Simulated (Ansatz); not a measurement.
**Cl₂FGeH (built from SMILES [F][GeH]([Cl])[Cl]): a barrier at many levels of theory**

Aim: the barrier and energy of one elementary step (Ge1–Cl4 formed, F2–H3 formed, Ge1–F2 broken, H3–Cl4 broken) from LDA up to coupled cluster, on fixed structures, to see where each rung fails.

Computed with Ansatz 0.2.0, Gaussian basis. Level: single points in def2-TZVPP on PBE0-D4/def2-TZVP structures.

Levels: SPW92, PBE-D4, BLYP-D4, r2SCAN-D4, B97M-V, PBE0-D4, B3LYP-D4, r2SCAN0-D4, BHLYP-D4, CAM-B3LYP-D4, wB97X-V, wB97M-V, B2PLYP, PBE-QIDH, RPA on PBE, Hartree-Fock, MP2, CCSD, CCSD(T). The reference is CCSD(T) at the basis limit, from triple and quadruple zeta. Zero-point energies come from PBE0-D4 vibrations.

Correlated methods freeze the cores. Filled d shells of the heavier atoms are correlated. B3LYP uses VWN-RPA correlation. B2PLYP carries no dispersion term here.

23 further runs of the same task are left out: 23 set aside as unsound or not needed.

## 1. Start, saddle and end, as given

Charge 0, multiplicity 1. The folders r, ts and p hold the start, the saddle and the end; their coordinates stand in the first inputs.

```tsv
pair	r (Å)	ts (Å)	p (Å)
Ge1–Cl4	2.994	2.565	2.251
F2–H3	2.293	1.270	0.938
Ge1–F2	1.772	1.940	2.459
H3–Cl4	1.287	1.457	2.265
```

## 2. wB97M-V/def2-TZVPP

Input file r/in.yaml:

```yaml
crystal:
  periodic: [false, false, false]
  atoms:
    - {symbol: Ge, position_ang: [0.318774, -1.043734, 0.854166]}
    - {symbol: F, position_ang: [-0.200245, -1.211487, -0.831756]}
    - {symbol: H, position_ang: [-1.140700, 0.879753, -0.813045]}
    - {symbol: Cl, position_ang: [-1.227200, 1.466319, 0.328775]}
    - {symbol: Cl, position_ang: [2.249374, -0.090950, 0.461857]}
basis:
  gaussian: {orbitals: def2-TZVPP}
hamiltonian: {xc: {name: wB97M-V}}
```

Input file ts/in.yaml:

```yaml
crystal:
  periodic: [false, false, false]
  atoms:
    - {symbol: Ge, position_ang: [0.185830, -0.804860, 0.882270]}
    - {symbol: F, position_ang: [-0.405134, -0.815259, -0.965624]}
    - {symbol: H, position_ang: [-0.880591, 0.329965, -0.693228]}
    - {symbol: Cl, position_ang: [-1.086258, 1.351491, 0.325379]}
    - {symbol: Cl, position_ang: [2.186155, -0.061437, 0.451201]}
basis:
  gaussian: {orbitals: def2-TZVPP}
hamiltonian: {xc: {name: wB97M-V}}
```

Input file p/in.yaml:

```yaml
crystal:
  periodic: [false, false, false]
  atoms:
    - {symbol: Ge, position_ang: [0.171773, -0.588789, 1.123485]}
    - {symbol: F, position_ang: [-0.572085, -0.822299, -1.209053]}
    - {symbol: H, position_ang: [-0.891883, 0.057632, -1.147609]}
    - {symbol: Cl, position_ang: [-0.892187, 1.351836, 0.711671]}
    - {symbol: Cl, position_ang: [2.184382, 0.001521, 0.521504]}
basis:
  gaussian: {orbitals: def2-TZVPP}
hamiltonian: {xc: {name: wB97M-V}}
```

No record of the launch command was kept for these runs.

After this run come: CCSD(T)/def2-TZVPP; MP2/def2-QZVPP; Vibrations of the start structure; Vibrations of the end structure.

What does the calculation give? Wanted: barrier, CCSD(T)/CBS; reverse barrier, CCSD(T)/CBS; step energy, CCSD(T)/CBS; barrier with zero-point energy; step energy with zero-point energy; imaginary mode at the saddle; largest T1 diagnostic.

**Answer**, as computed:

```
                          quantity         value
              barrier, CCSD(T)/CBS   35.3 kJ/mol
      reverse barrier, CCSD(T)/CBS   47.3 kJ/mol
          step energy, CCSD(T)/CBS  -12.0 kJ/mol
    barrier with zero-point energy   31.9 kJ/mol
step energy with zero-point energy   -5.5 kJ/mol
      imaginary mode at the saddle     501i cm⁻¹
             largest T1 diagnostic         0.012
```

**Reading.** The functionals run from wB97X-V, off by -1.7 kJ/mol, to SPW92, off by -47.9 kJ/mol, against CCSD(T)/CBS. By rung, the mean size of the error is: LDA 47.9, GGA 20.4, meta-GGA 10.1, hybrid 9.9, range-separated hybrid 3.5, double hybrid 6.0 kJ/mol. PBE-D4 gives a barrier 26.4 kJ/mol too low, outside chemical accuracy (1 kcal/mol, 4.2 kJ/mol). The barrier rises with the share of exact exchange, from BLYP-D4 through B3LYP-D4 to BHLYP-D4 (-14.5, -7.4, +5.5 kJ/mol). Hartree-Fock, with no correlation, is off by +39.8 kJ/mol. Zero-point motion lowers the barrier by 3.4 kJ/mol.
